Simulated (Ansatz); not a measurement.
# B2ClH3OS: the cost of one run

Method: the settings change from run to run; program: Ansatz 0.2.0, Gaussian basis.

## 1. The molecule

The geometry comes from an earlier relaxation with PBE0-D4 in a triple-zeta def2 set; it is a stationary point, not always the lowest conformer.

8 atoms, charge 0, spin multiplicity 1.

Atoms are counted from 1 here; the program's logs count them from 0.

Bond lengths: B1–S2 1.780 Å, B1–H6 1.187 Å, B1–H7 1.191 Å, S2–B3 1.842 Å, B3–O4 1.346 Å, B3–Cl5 1.747 Å, O4–H8 0.962 Å. Angles: S2–B1–H6 121.5°, S2–B1–H7 115.3°, H6–B1–H7 123.2°, B1–S2–B3 107.6°, S2–B3–O4 118.3°, S2–B3–Cl5 124.3°, O4–B3–Cl5 117.4°, B3–O4–H8 114.1°.

Coordinates:

```xyz
8
B2ClH3OS
B    -0.6924    0.0469    1.6679
S    -1.0239    0.0577   -0.0804
B     0.5937   -0.0494   -0.9549
O     0.5932   -0.0573   -2.3005
Cl    2.1428   -0.1412   -0.1515
H     0.4158   -0.0207    2.0889
H    -1.6538    0.1116    2.3682
H    -0.2832   -0.0048   -2.6935
```

## 2. RPBE/def2-TZVPD

Options: charge -1, multiplicity 2, restricted open-shell orbitals, coordinates scaled by 0.96, D4 dispersion, high accuracy.

Input file in.yaml:

```yaml
crystal:
  periodic: [false, false, false]
  atoms:
    - {symbol: B, position_ang: [-0.664683, 0.045003, 1.601222]}
    - {symbol: S, position_ang: [-0.982989, 0.055431, -0.077175]}
    - {symbol: B, position_ang: [0.569942, -0.047409, -0.916681]}
    - {symbol: O, position_ang: [0.569497, -0.054965, -2.208478]}
    - {symbol: Cl, position_ang: [2.057078, -0.135553, -0.145432]}
    - {symbol: H, position_ang: [0.399124, -0.019886, 2.005313]}
    - {symbol: H, position_ang: [-1.587684, 0.107148, 2.273443]}
    - {symbol: H, position_ang: [-0.271869, -0.004584, -2.585781]}
basis:
  gaussian: {orbitals: def2-TZVPD}
total_charge: -1
magnetization: {spin_polarized: false, initial_magnetization: 1}
hamiltonian: {xc: {name: RPBE}, dispersion: d4}
accuracy: high
output: {forces: true}
```

Launch:

```
ansatz run in.yaml --threads 2 --pin off --events-out ev --progress --plain --max-ram 4352MiB
```

**Question.** How long does this run take on 2 threads of Intel Xeon Platinum 8488C, shared host, and how much memory does it need?

About 2.2 min, with a peak of 1.7 GiB.
